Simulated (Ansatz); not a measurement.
# AlCl3H2O: the cost of one run

All numbers below are computed with Ansatz 0.2.0 (RKS r2SCAN/def2-SVP).

### 1 The starting structure

Bond lengths: Al1–O2 2.182 Å, Al1–Cl3 2.018 Å, Al1–Cl4 2.011 Å, Al1–Cl6 2.603 Å, O2–H7 0.956 Å. Angles: Al1–O2–H7 124.1°, O2–Al1–Cl3 105.8°, O2–Al1–Cl4 106.4°, O2–Al1–Cl6 74.8°, Cl3–Al1–Cl4 138.5°, Cl3–Al1–Cl6 106.6°, Cl4–Al1–Cl6 106.6°.

Coordinates:

```xyz
7

Al   -0.7440    0.6149   -0.2310
O     1.3263   -0.0687   -0.1505
Cl   -1.5254   -0.1970   -1.9055
Cl   -0.8050    2.3600    0.7661
H     0.7472   -0.7687    0.7374
Cl   -0.7164   -1.2690    1.5650
H     1.7174   -0.6715   -0.7815
```

### 2 Pulling towards end A

Springs on the bonds that form and break draw the guess towards this end; the thresholds are loose.

File input.yaml:

```yaml
crystal:
  periodic: [false, false, false]
  atoms:
    - { symbol: Al, position_ang: [-0.744, 0.6149, -0.231] }
    - { symbol: O, position_ang: [1.3263, -0.0687, -0.1505] }
    - { symbol: Cl, position_ang: [-1.5254, -0.197, -1.9055] }
    - { symbol: Cl, position_ang: [-0.805, 2.36, 0.7661] }
    - { symbol: H, position_ang: [0.7472, -0.7687, 0.7374] }
    - { symbol: Cl, position_ang: [-0.7164, -1.269, 1.565] }
    - { symbol: H, position_ang: [1.7174, -0.6715, -0.7815] }
basis:
  gaussian: { orbitals: def2-SVP }
hamiltonian:
  xc: r2scan
relax:
  f_tol: 0.15
  max_steps: 25
  restrain:
    - { distance: [0, 5], at: 3.53, k: 30.0 }
    - { distance: [4, 1], at: 2.27, k: 30.0 }
    - { distance: [0, 1], at: 1.87, k: 30.0 }
    - { distance: [4, 5], at: 1.33, k: 30.0 }
```

Launch:

```sh
> ansatz run input.yaml --threads 2 --pin off --max-ram 3072MiB --backend cpu --events-out ev --progress --plain --runs-dir out
```

What time and memory should one allow on 2 threads of Intel Xeon at 2.80GHz (Skylake/Cascade Lake), shared host?

About 26 s, with a peak of 0.18 GiB.
